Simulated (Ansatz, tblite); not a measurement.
**Ta(NH)(OSiH3)3 (H₁₀NO₃Si₃Ta): a ladder of methods and basis sets**

Aim: run the singlet of Ta(NH)(OSiH3)3 (H₁₀NO₃Si₃Ta) at one geometry on many levels, and compare frontier levels, spin and run time.

The runs use Ansatz 0.2.0, Gaussian basis; as each input shows.

The runs, in order: GFN1-xTB, GFN2-xTB, PBE-D4/def2-TZVP, r2SCAN-D4/def2-TZVP, revPBE-D4/def2-TZVP, CAM-B3LYP-D4/def2-TZVP, LC-ωPBE/def2-TZVP, PBE+10HF/def2-SVP, PBE+15HF/def2-SVP, PBE+40HF/def2-SVP, PBE-D4/def2-SVP, PBE0-D4/def2-SVP, PBE0-D4/def2-TZVPD, PBE-D4/def2-TZVPD, revPBE-D4/def2-TZVPD, CCSD(T)/def2-SVP, MP2/def2-TZVP, RPA/def2-TZVP.

2 further runs of the same task are left out: 2 set aside as unsound or not needed.

### Step 1. The geometry

The geometry is that of the singlet, from an earlier relaxation (PBE-D4/def2-SVP).

18 atoms, charge 0, spin multiplicity 1.

Bond lengths: Ta1–N2 1.785 Å, Ta1–O4 1.928 Å, Ta1–O9 1.928 Å, Ta1–O14 1.928 Å, N2–H3 1.020 Å, O4–Si5 1.685 Å, Si5–H6 1.505 Å, Si5–H7 1.504 Å, Si5–H8 1.504 Å, O9–Si10 1.685 Å, Si10–H11 1.504 Å, Si10–H12 1.503 Å, Si10–H13 1.503 Å, O14–Si15 1.685 Å, Si15–H16 1.504 Å, Si15–H17 1.503 Å, Si15–H18 1.503 Å. Angles: N2–Ta1–O4 108.4°, N2–Ta1–O9 108.4°, N2–Ta1–O14 108.4°, O4–Ta1–O9 110.5°, O4–Ta1–O14 110.6°, O9–Ta1–O14 110.5°, Ta1–N2–H3 180.0°, Ta1–O4–Si5 155.1°, O4–Si5–H6 110.3°, O4–Si5–H7 109.1°, O4–Si5–H8 108.9°, H6–Si5–H7 109.5°, H6–Si5–H8 109.7°, H7–Si5–H8 109.4°, Ta1–O9–Si10 155.4°, O9–Si10–H11 110.2°, O9–Si10–H12 109.0°, O9–Si10–H13 108.9° and more.

Formally the metal is d0. Ta takes a core potential in the def2 sets. No spin-orbit coupling is included.

PBE0-D4/def2-TZVP was run before; its log isn't repeated, and its numbers join the tables.

### Step 2. GFN1-xTB

Tight binding, by tblite at 300 K electronic temperature and without a spin-polarisation term:

```python
tblite.interface.Calculator('GFN1-xTB', numbers, positions, charge=0, uhf=0).singlepoint()
```

Energy -833.3132 eV, HOMO -10.89 eV, LUMO -7.32 eV; 0.022 s.

### Step 3. GFN2-xTB

Tight binding, by tblite at 300 K electronic temperature and without a spin-polarisation term:

```python
tblite.interface.Calculator('GFN2-xTB', numbers, positions, charge=0, uhf=0).singlepoint()
```

Energy -750.4913 eV, HOMO -9.98 eV, LUMO -6.56 eV; 0.015 s.

### Step 4. PBE-D4/def2-TZVP

start.molden holds the orbitals of an earlier run on this state, given as this run's starting guess.

File in.yaml:

```yaml
crystal:
  periodic: [false, false, false]
  atoms:
    - {symbol: Ta, position_ang: [0.014515, -0.014059, 0.102287]}
    - {symbol: N, position_ang: [0.342513, -0.184842, 1.848933]}
    - {symbol: H, position_ang: [0.529166, -0.282551, 2.846773]}
    - {symbol: O, position_ang: [1.449452, -0.858098, -0.870711]}
    - {symbol: Si, position_ang: [2.910224, -1.682691, -1.031199]}
    - {symbol: H, position_ang: [3.403717, -2.135639, 0.316911]}
    - {symbol: H, position_ang: [3.926175, -0.765739, -1.655751]}
    - {symbol: H, position_ang: [2.700887, -2.877041, -1.921186]}
    - {symbol: O, position_ang: [-0.073965, 1.865361, -0.318842]}
    - {symbol: Si, position_ang: [-0.017435, 3.515185, 0.019301]}
    - {symbol: H, position_ang: [0.273590, 3.736976, 1.478425]}
    - {symbol: H, position_ang: [-1.343439, 4.130896, -0.330255]}
    - {symbol: H, position_ang: [1.062658, 4.147159, -0.813478]}
    - {symbol: O, position_ang: [-1.666227, -0.874491, -0.288120]}
    - {symbol: Si, position_ang: [-3.065589, -1.738824, 0.078503]}
    - {symbol: H, position_ang: [-3.117037, -2.044277, 1.550577]}
    - {symbol: H, position_ang: [-3.066717, -3.021905, -0.704706]}
    - {symbol: H, position_ang: [-4.262495, -0.915441, -0.307464]}
basis:
  gaussian: {orbitals: def2-TZVP, initial_orbitals: start.molden}
hamiltonian: {xc: pbe, dispersion: d4}
scf: {omitted_lower_state_checks: [starts]}
output: {orbitals: {seedname: orbitals}}
```

Started as:

```
> ansatz run in.yaml --threads 2 --pin off --events-out ev --progress --plain --max-ram 32768MiB --backend cuda --devices 0, --max-vram 18GiB
```

The runs that follow: r2SCAN-D4/def2-TZVP; revPBE-D4/def2-TZVP; CAM-B3LYP-D4/def2-TZVP; LC-ωPBE/def2-TZVP; PBE+10HF/def2-SVP; PBE+15HF/def2-SVP; PBE+40HF/def2-SVP; PBE-D4/def2-SVP; PBE0-D4/def2-SVP; PBE0-D4/def2-TZVPD; PBE-D4/def2-TZVPD; revPBE-D4/def2-TZVPD; CCSD(T)/def2-SVP; MP2/def2-TZVP; RPA/def2-TZVP.

**Question.** What will the summary of the whole plan be? Wanted: gap in def2-TZVP, named functionals, smallest and largest; gap over the share of exact exchange; correlation energy, CCSD(T)/def2-SVP; correlation energy, MP2/def2-TZVP; binding an atom, CCSD(T)/def2-SVP; PBE0 total energy, smallest basis above largest.

**Answer**, as computed:

| quantity | value |
| --- | --- |
| gap in def2-TZVP, named functionals, smallest and largest | 4.96 eV (PBE-D4), 11.86 eV (LC-ωPBE) |
| gap over the share of exact exchange | 5.08 eV at 0, 8.60 eV at 0.4 |
| correlation energy, CCSD(T)/def2-SVP | -38.52 eV |
| correlation energy, MP2/def2-TZVP | -44.27 eV |
| binding an atom, CCSD(T)/def2-SVP | 3.685 eV |
| PBE0 total energy, smallest basis above largest | 18.21 eV (def2-SVP, def2-TZVPD) |

In words: Orbital gaps of the named functionals in def2-TZVP span 4.96 eV (PBE-D4) to 11.86 eV (LC-ωPBE); exact exchange widens it. Raising the share of exact exchange from 0 to 0.4 moves the HOMO by -2.20 eV and the LUMO by +1.33 eV. The functionals in def2-TZVP miss CCSD(T)/def2-SVP by +0.170 (PBE0-D4) to +0.264 eV (PBE-D4) an atom. The yardstick is in a double-zeta basis, so levels in larger sets aren't compared like for like. The reference is CCSD(T) in one finite basis, so it carries an error of its own, often a tenth of an eV or more, and near misses can't be ranked.
